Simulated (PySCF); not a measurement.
# C₃H₅O₂Si−: excited states, first hyperpolarisability

What do calculations give for the excited states, first hyperpolarisability of C₃H₅O₂Si− (`O=C/C([SiH3])=C\[O-]`)?

Programs: PySCF 2.14.0, with routines of our own; each step states its level. All values are computed. Atoms count from 0.

## 1. The starting structure

11 atoms, charge -1, multiplicity 1; geometry from: GFN2-xTB.

## 2. Optimising the geometry at PBE0-D3(BJ)/def2-TZVP

Job settings and geometry (Å):

```
{"job": {"xc": "PBE0", "basis": "def2-TZVP", "d3": "d3bj", "grid": 2, "kind": "geom"}, "charge": -1, "multiplicity": 1}
O      0.949993    -2.151694     0.255662
C      1.239154    -0.976079     0.001420
C      0.330934     0.095248    -0.065938
Si    -1.440489    -0.323815     0.258657
C      0.776295     1.395133    -0.364612
O      1.925057     1.783817    -0.595565
H      2.302072    -0.714199    -0.195663
H     -1.710570    -0.863747     1.604726
H     -2.030984    -1.285826    -0.691018
H     -2.288014     0.886621     0.154197
H     -0.048025     2.157211    -0.387831
```

Launch:

```console
$ OMP_NUM_THREADS=1 python excited_run.py task.json out
```

This one command runs all jobs of the session in turn.

Standard output:

```text
step   0  E = -557.00952250  max force = 0.015747
step   1  E = -557.01051523  max force = 0.001457
step   2  E = -557.01053477  max force = 0.000332
step   3  E = -557.01053186  max force = 0.000600
step   4  E = -557.01053513  max force = 0.000184
optimisation converged
```

It took 1.8 min on 1 thread of Intel Xeon Platinum 8175M at 2.50GHz, shared host; peak memory 0.9 GiB.

Along the way:

| step | energy from step 0 (eV) | largest force component (eV/Å) |
| --- | --- | --- |
| 0 | 0.0000 | 0.8097 |
| 1 | -0.0270 | 0.0749 |
| 2 | -0.0275 | 0.0171 |
| 3 | -0.0275 | 0.0309 |
| 4 | -0.0276 | 0.0095 |

Distances of close pairs at the start and the end, largest changes first:

| bond | before (Å) | after (Å) | change (Å) |
| --- | --- | --- | --- |
| Si3–H8 | 1.475 | 1.499 | +0.024 |
| Si3–H7 | 1.475 | 1.499 | +0.023 |
| C2–Si3 | 1.849 | 1.827 | -0.022 |
| Si3–H9 | 1.481 | 1.503 | +0.021 |
| C2–C4 | 1.406 | 1.422 | +0.016 |
| C1–C2 | 1.406 | 1.418 | +0.012 |
| C4–H10 | 1.123 | 1.119 | -0.004 |
| C1–H6 | 1.112 | 1.110 | -0.002 |

The final coordinates are the input of the step that follows.

| at the end point | value |
| --- | --- |
| point group (found at 0.08 Å tolerance) | Cs |
| rotational constants (GHz, main isotopes) | 3.708, 2.309, 1.446 |

## 3. Excited states: TDA wB97X-D/def2-TZVPD

Job settings and geometry (Å):

```
{"job": {"kind": "states", "xc": "wB97X-D", "basis": "def2-TZVPD", "tda": true, "soc": true, "nstates": 6, "ntriplets": 5, "nquad": 4}, "charge": -1, "multiplicity": 1}
O      1.136188    -2.026324     0.405861
C      1.411465    -0.847857     0.150615
C      0.482015     0.220294     0.080889
Si    -1.267020    -0.202759     0.398178
C      0.906200     1.544082    -0.220251
O      2.047142     1.952560    -0.450963
H      2.467880    -0.567509    -0.045370
H     -1.564211    -0.757743     1.758298
H     -1.881459    -1.182171    -0.555501
H     -2.108746     1.036975     0.286113
H      0.072277     2.289765    -0.243835
```

Method: TDA wB97X-D/def2-TZVPD excited states, vertical, gas phase, spin-orbit mean-field couplings.

Standard output:

```text
coarse grid: 10160 points
cycle   1  E = -557.0710536415  dE =  8.319e-01  |g| = 1.171e+00  |ddm| = 4.059e+00
cycle   2  E = -556.7261757956  dE =  3.449e-01  |g| = 1.863e+00  |ddm| = 3.093e+00
cycle   3  E = -557.3364961839  dE = -6.103e-01  |g| = 1.321e-01  |ddm| = 1.916e+00
cycle   4  E = -557.3401447365  dE = -3.649e-03  |g| = 6.660e-02  |ddm| = 3.001e-01
cycle   5  E = -557.3411769123  dE = -1.032e-03  |g| = 1.016e-02  |ddm| = 1.058e-01
cycle   6  E = -557.3412117355  dE = -3.482e-05  |g| = 3.298e-03  |ddm| = 3.452e-02
cycle   7  E = -557.3412158954  dE = -4.160e-06  |g| = 1.385e-03  |ddm| = 1.220e-02
final grid: 94832 points
cycle   8  E = -557.3335625726  dE = -9.315e-05  |g| = 5.365e-03  |ddm| = 3.812e-01
cycle   9  E = -557.3335638359  dE = -1.263e-06  |g| = 4.564e-03  |ddm| = 4.056e-02
cycle  10  E = -557.3335669500  dE = -3.114e-06  |g| = 1.299e-03  |ddm| = 5.605e-03
cycle  11  E = -557.3335672190  dE = -2.690e-07  |g| = 4.074e-04  |ddm| = 2.574e-03
cycle  12  E = -557.3335672599  dE = -4.094e-08  |g| = 1.244e-04  |ddm| = 1.551e-03
cycle  13  E = -557.3335672650  dE = -5.076e-09  |g| = 2.479e-05  |ddm| = 4.542e-04
cycle  14  E = -557.3335672655  dE = -4.683e-10  |g| = 1.855e-05  |ddm| = 2.304e-04
converged SCF energy = -557.3335672655

Singlet excitations
state   eV       nm        f     d(h-e)  d(exc)  Lambda  PR(NTO)  |dmu|/D   mu/D   main configurations
  1   4.1727   297.1   0.00079   0.210   2.617   0.482   1.105    0.341    1.759   H-1->L+2 0.91
  2   4.8962   253.2   0.00003   0.841   4.422   0.197   1.045    2.738    1.148   H->L 0.61, H->L+1 0.25
  3   4.9263   251.7   0.00000   0.300   2.500   0.445   1.368    0.611    1.544   H-2->L+2 0.80
  4   5.0864   243.8   0.24518   0.261   3.014   0.559   1.560    1.266    3.112   H->L+2 0.77, H-1->L+1 0.09
  5   5.3199   233.1   0.06856   0.665   3.882   0.236   1.609                     H-1->L+1 0.39, H-1->L 0.31, H->L+2 0.14
  6   5.3567   231.5   0.01105   2.417   4.986   0.198   1.019                     H->L+1 0.58, H->L 0.32

Triplet excitations (Tamm-Dancoff)
state   eV     d(h-e)  d(exc)  Lambda  PR(NTO)   main configurations
  1   3.4005   0.335   2.649   0.643   1.020   H->L+2 0.94
  2   3.7851   0.262   2.556   0.478   1.138   H-1->L+2 0.88
  3   4.5320   0.335   2.392   0.439   1.410   H-2->L+2 0.76
  4   4.9002   0.866   4.512   0.191   1.016   H->L 0.67, H->L+1 0.22
  5   5.2164   0.731   3.954   0.169   1.195   H-1->L+1 0.50, H-1->L 0.31, H-2->L+1 0.08
S1 - T1 = 0.7722 eV

Spin-orbit couplings |<S|Hso|T>| (cm-1)
             T1       T2       T3       T4       T5
S0        0.143   29.496   59.459    4.564    3.187
S1       31.559    0.292    4.901    0.325    4.296
S2        5.111    0.647    0.181    0.021   27.064
S3       17.349    5.307    0.487    0.004    4.675
S4        0.036   30.061   15.629   12.553    0.800
S5        0.093   10.518    7.062   25.107    0.443
S6        2.486    0.178    0.229    0.219   10.063
T1 sublevels (cm-1): 0.000 0.008 0.165   radiative rates (1/s): 0.00296 0.015 6.17
```

It took 74 s on 1 thread of Intel Xeon Platinum 8175M at 2.50GHz, shared host; peak memory 0.99 GiB.

In short:

| quantity | value |
| --- | --- |
| S1 less T1 | 0.77 eV |

Orbitals, density, ELF and potential are computed afterwards from the orbital file.

Frontier orbitals at wB97X-D/def2-TZVPD, with the share of their density that lies nearest to each atom:

| orbital | energy (eV) | lies on |
| --- | --- | --- |
| HOMO | -3.50 | C2 44 %; O0, O5 about 19 % each |
| LUMO | 4.62 | H7, H8, H9 about 25 % each; O0 7 %; H10 6 % |

ELF in a plane through or near 9 of the atoms.

Ten even steps from '0' (0.00) to '9' (1.00):
```
0000000000000000000000000000
0000000000000000000000000000
0000000000000000000000000000
0000000000000157510000000000
0000002787100499950002100000
0000079999820599980256620000
0000189999950299982688741000
0000058999950036327637852000
0000012652126558626788852000
0000001108718822862578741000
0000012314318712630000100000
0000001342134479755651000000
0000000111000141939999500000
0000000000148878558999700000
0000000000378865621465200000
0000000000257889750000000000
0000000000014677750000000000
0000000000000123210000000000
0000000000000000000000000000
0000000000000000000000000000
```
The map spans 10.1 Å across and 10.0 Å up, centred on the molecule. Atoms in the plane (x, y in Å): O0 (0.2, -2.4), C1 (0.9, -1.3), C2 (0.3, 0.0), Si3 (-1.5, 0.1), C4 (1.2, 1.1), O5 (2.4, 1.2), H6 (2.0, -1.4), H9 (-1.9, 1.6), H10 (0.7, 2.1).

log10 of the density (e/Å³) in the same plane.

Ten even steps from '0' (-4.0) to '9' (2.3):
```
0000000000000000000000000000
0000000000000000000000000000
0000000000011111110000000000
0000011222222233332222111000
0000122333323344443333221100
0001233444443456654444432110
0001234555544456665665543210
0012234566554456786787643210
0012234556655566666776643210
0012344558866677665555543210
0012344557766677654444332100
0012334555555566665543322100
0011233444444566866654321000
0001122333445677666554321000
0000011223456797654443211000
0000000112345676553221100000
0000000012334555443210000000
0000000001123333332100000000
0000000000011222221000000000
0000000000000000000000000000
```
The map spans 10.1 Å across and 10.0 Å up, centred on the molecule. Atoms in the plane (x, y in Å): O0 (0.2, -2.4), C1 (0.9, -1.3), C2 (0.3, 0.0), Si3 (-1.5, 0.1), C4 (1.2, 1.1), O5 (2.4, 1.2), H6 (2.0, -1.4), H9 (-1.9, 1.6), H10 (0.7, 2.1).

On the surface of density 0.002 e/bohr³ the electrostatic potential runs, from the 1st to the 99th percentile, from -5.44 V near O0 to -3.16 V near H10.

## 4. Excited states: TDDFT CAM-B3LYP/def2-TZVPD

Settings changed since step 3:

```diff
@@ -1,2 +1,2 @@
-{"job": {"kind": "states", "xc": "wB97X-D", "basis": "def2-TZVPD", "tda": true, "soc": true, "nstates": 6, "ntriplets": 5, "nquad": 4}, "charge": -1, "multiplicity": 1}
+{"job": {"kind": "states", "xc": "CAM-B3LYP", "basis": "def2-TZVPD", "tpa": true, "nstates": 8, "nquad": 6, "ntriplets": 0}, "charge": -1, "multiplicity": 1}
 O      1.136188    -2.026324     0.405861
```

Method: TDDFT CAM-B3LYP/def2-TZVPD excited states, vertical, gas phase, two-photon moments by quadratic response.

Standard output:

```text
coarse grid: 10160 points
cycle   1  E = -557.0682317929  dE =  8.137e-01  |g| = 1.160e+00  |ddm| = 3.455e+00
cycle   2  E = -556.5795872941  dE =  4.886e-01  |g| = 2.029e+00  |ddm| = 3.561e+00
cycle   3  E = -557.3239570436  dE = -7.444e-01  |g| = 1.581e-01  |ddm| = 2.688e+00
cycle   4  E = -557.3288370672  dE = -4.880e-03  |g| = 8.289e-02  |ddm| = 2.961e-01
cycle   5  E = -557.3304396554  dE = -1.603e-03  |g| = 8.733e-03  |ddm| = 1.030e-01
cycle   6  E = -557.3304622571  dE = -2.260e-05  |g| = 3.282e-03  |ddm| = 2.973e-02
cycle   7  E = -557.3304654625  dE = -3.205e-06  |g| = 1.389e-03  |ddm| = 9.627e-03
final grid: 94832 points
cycle   8  E = -557.3260385316  dE = -1.816e-05  |g| = 3.182e-03  |ddm| = 1.408e-01
cycle   9  E = -557.3260371150  dE =  1.417e-06  |g| = 4.217e-03  |ddm| = 1.245e-02
cycle  10  E = -557.3260405472  dE = -3.432e-06  |g| = 7.623e-04  |ddm| = 3.669e-03
cycle  11  E = -557.3260406446  dE = -9.738e-08  |g| = 1.400e-04  |ddm| = 9.264e-04
cycle  12  E = -557.3260406503  dE = -5.681e-09  |g| = 3.990e-05  |ddm| = 5.442e-04
cycle  13  E = -557.3260406507  dE = -4.206e-10  |g| = 1.592e-05  |ddm| = 1.029e-04
converged SCF energy = -557.3260406507

Singlet excitations
state   eV       nm        f     d(h-e)  d(exc)  Lambda  PR(NTO)  |dmu|/D   mu/D   delta(TPA)   sigma/GM   main configurations
  1   4.1526   298.6   0.00071   0.225   2.630   0.474   1.107    0.399    1.834        0.57      0.004   H-1->L+2 0.89
  2   4.6851   264.6   0.00028   1.135   4.597   0.202   1.012    3.821    1.729       19.66      0.158   H->L 0.74, H->L+1 0.19
  3   4.8248   257.0   0.21938   0.282   2.868   0.604   1.294    1.095    3.116       34.84      0.297   H->L+2 0.91
  4   4.9089   252.6   0.00000   0.301   2.474   0.444   1.339    0.632    1.644        2.16      0.019   H-2->L+2 0.79
  5   5.0834   243.9   0.00730   2.104   4.967   0.215   1.015    8.051    6.020      106.55      1.009   H->L+1 0.72, H->L 0.22
  6   5.1985   238.5   0.01891   0.684   4.101   0.187   1.243    3.735    4.220      150.83      1.493   H-1->L+1 0.42, H-1->L 0.42
  7   5.4029   229.5   0.00224   0.918   4.429   0.184   1.010                                            H->L+3 0.81, H->L+4 0.13
  8   5.5095   225.0   0.00332   0.537   4.093   0.194   1.620                                            H-1->L+3 0.37, H-1->L 0.16, H-1->L+1 0.15
```

Wall time 74 s (1 thread of Intel Xeon Platinum 8175M at 2.50GHz, shared host); peak memory 1.1 GiB.

## 5. First hyperpolarisability: quadratic response CAM-B3LYP/def2-TZVPD

Settings changed since step 4:

```diff
@@ -1,2 +1,2 @@
-{"job": {"kind": "states", "xc": "CAM-B3LYP", "basis": "def2-TZVPD", "tpa": true, "nstates": 8, "nquad": 6, "ntriplets": 0}, "charge": -1, "multiplicity": 1}
+{"job": {"kind": "beta", "xc": "CAM-B3LYP", "basis": "def2-TZVPD"}, "charge": -1, "multiplicity": 1}
 O      1.136188    -2.026324     0.405861
```

Level: quadratic response CAM-B3LYP/def2-TZVPD first hyperpolarisability, Taylor convention, gas phase.

Standard output:

```text
coarse grid: 10160 points
cycle   1  E = -557.0682317929  dE =  8.137e-01  |g| = 1.160e+00  |ddm| = 3.455e+00
cycle   2  E = -556.5795872941  dE =  4.886e-01  |g| = 2.029e+00  |ddm| = 3.561e+00
cycle   3  E = -557.3239570436  dE = -7.444e-01  |g| = 1.581e-01  |ddm| = 2.688e+00
cycle   4  E = -557.3288370672  dE = -4.880e-03  |g| = 8.289e-02  |ddm| = 2.961e-01
cycle   5  E = -557.3304396554  dE = -1.603e-03  |g| = 8.733e-03  |ddm| = 1.030e-01
cycle   6  E = -557.3304622571  dE = -2.260e-05  |g| = 3.282e-03  |ddm| = 2.973e-02
cycle   7  E = -557.3304654625  dE = -3.205e-06  |g| = 1.389e-03  |ddm| = 9.627e-03
final grid: 94832 points
cycle   8  E = -557.3260385316  dE = -1.816e-05  |g| = 3.182e-03  |ddm| = 1.408e-01
cycle   9  E = -557.3260371150  dE =  1.417e-06  |g| = 4.217e-03  |ddm| = 1.245e-02
cycle  10  E = -557.3260405472  dE = -3.432e-06  |g| = 7.623e-04  |ddm| = 3.669e-03
cycle  11  E = -557.3260406446  dE = -9.738e-08  |g| = 1.400e-04  |ddm| = 9.264e-04
cycle  12  E = -557.3260406503  dE = -5.681e-09  |g| = 3.990e-05  |ddm| = 5.442e-04
cycle  13  E = -557.3260406507  dE = -4.206e-10  |g| = 1.592e-05  |ddm| = 1.029e-04
converged SCF energy = -557.3260406507

Lowest singlets (eV, f): 4.1526 0.0007  4.6851 0.0003  4.8248 0.2194

First hyperpolarisability (au)
process     nm      |vector|   parallel      HRS      DR
static         -      371.86    -221.01     181.82   3.298
shg       1907.0      385.36    -229.21     192.03   3.151
eope      1907.0      376.31    -223.71          -       -
shg       1064.0      416.67     -248.4     219.14   2.801
eope      1064.0      386.34    -229.81          -       -
```

It took 84 s on 1 thread of Intel Xeon Platinum 8175M at 2.50GHz, shared host; peak memory 1 GiB.

## 6. Excited states: TDA wB97X-D/def2-TZVPD in ethanol

Settings changed since step 5:

```diff
@@ -1,2 +1,2 @@
-{"job": {"kind": "beta", "xc": "CAM-B3LYP", "basis": "def2-TZVPD"}, "charge": -1, "multiplicity": 1}
+{"job": {"kind": "states", "xc": "wB97X-D", "basis": "def2-TZVPD", "tda": true, "soc": true, "nstates": 6, "ntriplets": 5, "nquad": 4, "solvent": "ethanol"}, "charge": -1, "multiplicity": 1}
 O      1.136188    -2.026324     0.405861
```

Method: TDA wB97X-D/def2-TZVPD excited states, vertical, IEF-PCM ethanol (non-equilibrium response), spin-orbit mean-field couplings.

Standard output:

```text
coarse grid: 10160 points
cycle   1  E = -557.1704563960  dE =  7.328e-01  |g| = 1.145e+00  |ddm| = 4.027e+00
cycle   2  E = -556.9270518119  dE =  2.434e-01  |g| = 1.695e+00  |ddm| = 2.372e+00
cycle   3  E = -557.4180852209  dE = -4.910e-01  |g| = 1.109e-01  |ddm| = 1.313e+00
cycle   4  E = -557.4206522377  dE = -2.567e-03  |g| = 5.600e-02  |ddm| = 2.710e-01
cycle   5  E = -557.4213704907  dE = -7.183e-04  |g| = 9.089e-03  |ddm| = 1.062e-01
cycle   6  E = -557.4213971724  dE = -2.668e-05  |g| = 3.387e-03  |ddm| = 2.851e-02
cycle   7  E = -557.4214006011  dE = -3.429e-06  |g| = 1.592e-03  |ddm| = 8.611e-03
final grid: 94832 points
cycle   8  E = -557.4136901908  dE = -9.339e-05  |g| = 5.621e-03  |ddm| = 3.845e-01
cycle   9  E = -557.4136912545  dE = -1.064e-06  |g| = 5.005e-03  |ddm| = 4.086e-02
cycle  10  E = -557.4136951292  dE = -3.875e-06  |g| = 1.222e-03  |ddm| = 5.897e-03
cycle  11  E = -557.4136953695  dE = -2.403e-07  |g| = 3.699e-04  |ddm| = 2.830e-03
cycle  12  E = -557.4136954049  dE = -3.537e-08  |g| = 1.173e-04  |ddm| = 1.642e-03
cycle  13  E = -557.4136954097  dE = -4.834e-09  |g| = 2.840e-05  |ddm| = 5.126e-04
cycle  14  E = -557.4136954102  dE = -5.407e-10  |g| = 2.322e-05  |ddm| = 1.917e-04
converged SCF energy = -557.4136954102

Singlet excitations
state   eV       nm        f     d(h-e)  d(exc)  Lambda  PR(NTO)  |dmu|/D   mu/D   main configurations
  1   4.2428   292.2   0.00072   0.162   2.599   0.504   1.096    0.224    3.051   H-1->L 0.94
  2   5.0071   247.6   0.00002   0.227   2.456   0.464   1.284    0.450    2.885   H-2->L 0.85
  3   5.0223   246.9   0.39411   0.376   2.732   0.644   1.151    1.254    4.443   H->L 0.92
  4   5.6379   219.9   0.00267   0.226   3.923   0.246   1.018    1.074    3.403   H->L+1 0.71, H->L+2 0.11, H->L+4 0.10
  5   6.1308   202.2   0.02440   0.474   3.685   0.204   1.281                     H-1->L+1 0.62, H-1->L+2 0.20
  6   6.3254   196.0   0.01782   1.183   4.299   0.242   1.022                     H->L+3 0.31, H->L+2 0.25, H->L+4 0.21

Triplet excitations (Tamm-Dancoff)
state   eV     d(h-e)  d(exc)  Lambda  PR(NTO)   main configurations
  1   3.3950   0.365   2.623   0.661   1.016   H->L 0.97
  2   3.8684   0.200   2.545   0.500   1.127   H-1->L 0.92
  3   4.6357   0.274   2.389   0.456   1.365   H-2->L 0.81
  4   5.6078   0.326   2.617   0.515   1.159   H->L+7 0.41, H->L+9 0.40
  5   5.6676   0.201   3.958   0.245   1.018   H->L+1 0.72, H->L+2 0.12, H->L+4 0.09
S1 - T1 = 0.8478 eV

Spin-orbit couplings |<S|Hso|T>| (cm-1)
             T1       T2       T3       T4       T5
S0        0.136   28.041   57.411    0.315    4.777
S1       30.631    0.265    5.627    7.867    0.405
S2       16.979    6.092    0.509   18.914    0.061
S3        0.071   31.761   16.822    0.078    6.385
S4        3.777    0.133    0.005    4.310    0.102
S5        0.101    3.655    2.958    0.047   27.518
S6        2.062    0.396    0.390    2.552    1.132
T1 sublevels (cm-1): 0.000 0.006 0.110   radiative rates (1/s): 0.00199 4.49e-05 4.02
```

It took 66 s on 1 thread of Intel Xeon Platinum 8175M at 2.50GHz, shared host; peak memory 0.97 GiB.

Key values:

| quantity | value |
| --- | --- |
| S1 less T1 | 0.85 eV |

## 7. Summary of results

```
                                                  quantity                                                value
                                               point group                                                   Cs
                      rotational constants (main isotopes)                                 3.71, 2.31, 1.45 GHz
               S1 less T1 (step 3, TDA wB97X-D/def2-TZVPD)                                              0.77 eV
β vector (step 5, quadratic response CAM-B3LYP/def2-TZVPD)  static 372, SHG 1907.0 nm 385, SHG 1064.0 nm 417 au
    S1 less T1 (step 6, TDA wB97X-D/def2-TZVPD in ethanol)                                              0.85 eV
```

What this shows: Relaxing lowered the energy by 0.028 eV in 4 steps; the close pair that moved most is Si3–H8, from 1.475 to 1.499 Å. No frequency check was run at this level, so the end point may be a saddle. For an anion in the gas phase, states above the energy of detachment are held by the basis alone, so excitations and responses hang on it. In step 3, the number of triplets below S1 is 2, and the largest singlet-triplet spin-orbit coupling is S0–T3, 59.46 cm⁻¹. β grows from 372 au (static) to 417 au for doubling at 1064.0 nm: normal dispersion, which grows as twice the photon energy moves toward the bright states. In step 6, the number of triplets below S1 is 2, and the largest singlet-triplet spin-orbit coupling is S0–T3, 57.41 cm⁻¹. The orbital labels of the leading configurations differ from run to run, so check that S1 and T1 are the same states before comparing rows.
